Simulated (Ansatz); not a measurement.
Below is the output of a Python script on the Python package of Ansatz (0.2.0) that makes a comparison of functionals at one structure of Ca, space group P6_3/mmc. Write a script that gives it. Use (first run): PBEsol, PAW, cutoff 550 eV, 7×7×2 k-points, cold smearing of 0.05 eV. The script varies functional: pbesol, blyp, lda.

```xyz
4
Lattice="3.9576 0.0000 0.0000 -1.9788 3.4273 0.0000 0.0000 0.0000 12.8694" Properties=species:S:1:pos:R:3 pbc="T T T"
Ca    0.0000    0.0000    0.0000
Ca    0.0000    2.2849    3.2174
Ca    0.0000    0.0000    6.4347
Ca    1.9788    1.1424    9.6521
```

```console
$ python ca.py
functional  F/atom (eV)  iterations  P (GPa)  k-points
    pbesol  -1793.71833           6 -1.05016        16
      blyp  -1822.61838           7 -0.26925        16
       lda  -1772.56096           6 -2.02875        16
```

One script that gives this output:

Script `ca.py`:
```python
'''Functional comparison for Ca (totals differ with the potentials too).'''

import warnings

import ansatz as az
import pandas as pd
from pymatgen.core import Lattice, Structure
from pymatgen.io.ase import AseAtomsAdaptor

OCCUPATIONS = 'cold'
SMEARING_WIDTH = 0.05
KMESH = (7, 7, 2)
CUTOFF_EV = 550

warnings.simplefilter('ignore', az.DeckWarning)

pmg_structure = Structure(
    Lattice([[3.95755, 0.0, 0.0], [-1.97878, 3.42734, 0.0], [0.0, 0.0, 12.86942]]),
    ['Ca', 'Ca', 'Ca', 'Ca'],
    [
        [0.0, 0.0, 0.0],
        [1 / 3, 2 / 3, 0.25],
        [0.0, 0.0, 0.5],
        [2 / 3, 1 / 3, 0.75],
    ],
)
ca = az.Crystal.from_ase(AseAtomsAdaptor.get_atoms(pmg_structure))

calc = (
    ca.calculation()
    .occupations(OCCUPATIONS, width=SMEARING_WIDTH)
    .kpoints(*KMESH, center='gamma')
    .basis(CUTOFF_EV)
    .stress()
)

rows = []
for value in ['pbesol', 'blyp', 'lda']:
    data = calc.functional(value).run(threads=1, backend='cpu').report
    rows.append((value, data['free_energy_ev'] / len(data['lattice']['sites']), data['n_iterations'], sum(data['stress_gpa'][i][i] for i in range(3)) / 3, data['n_kpoints']))

table = pd.DataFrame(rows, columns=['functional', 'F/atom (eV)', 'iterations', 'P (GPa)', 'k-points'])
print(table.round(5).to_string(index=False))
```

From lowest to highest: LDA (-2.0 GPa), PBEsol (-1.1 GPa) and BLYP (-0.3 GPa). At a fixed cell a lower pressure usually means a smaller equilibrium volume, so LDA prefers the smallest cell and BLYP the largest.

Caveats:
- BLYP can be off by several per cent in the lattices of metals, and by several GPa in the pressure at a fixed cell.
- For a metal this k-point mesh is coarse: on a finer one energies can move by several to tens of meV an atom and pressures by half a GPa or more, differences at one mesh by less.
- Pressure is positive in compression.
- This isn't the structure that Ca takes at ambient conditions.
- Total energies of different functionals can't be compared; pressures, moments and gaps at this one structure can.
- It ran for 15 s on 1 thread of Arm Neoverse V1, with other jobs on the host, peak memory 0.58 GiB.
